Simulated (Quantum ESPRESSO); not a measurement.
Crystal: CoSi2.

```xyz
3
Lattice="2.1962 0.0000 3.0144 -1.0981 1.9020 3.0144 -1.0981 -1.9020 3.0144" Properties=species:S:1:pos:R:3 pbc="T T T"
Co    0.0000    0.0000    0.0000
Si    0.0000    0.0000    2.2608
Si    0.0000    0.0000    6.7824
```

The cell was built by a generator and needn't be a form met in nature.

| Quantity | Value |
| --- | --- |
| Program | Quantum ESPRESSO 7.5 |
| Task | relaxation of the atoms |
| Functional | LDA |
| Potentials or basis | GBRV 1.5 LDA |
| Cutoff | 762 eV |
| Density cutoff | 6095 eV |
| k mesh | 16 × 16 × 16 |
| Occupations | methfessel-paxton, width 0.1 eV |
| Spin | no spin polarisation |

At the start: volume 12.59 Å³/atom.

Q: Where does the relaxation end?

A: Over 5 steps the energy falls by 2.6 meV/atom; space group R-3m (No. 166, to 0.05 Å).

The path:
```
step  energy change (eV)  largest force (eV/Å)
   1              0.0000                0.3082
   2             -0.0034                0.2314
   3             -0.0061                0.1480
   4             -0.0079                0.0258
   5             -0.0079                0.0005
```

Final structure:
```
Co Si
1.0
     2.19623    0.00000    3.01441
    -1.09812    1.90199    3.01441
    -1.09812   -1.90199    3.01441
Co Si
1 2
Direct
  0.00000 0.00000 0.00000
  0.25288 0.25288 0.25288
  0.74712 0.74712 0.74712
```
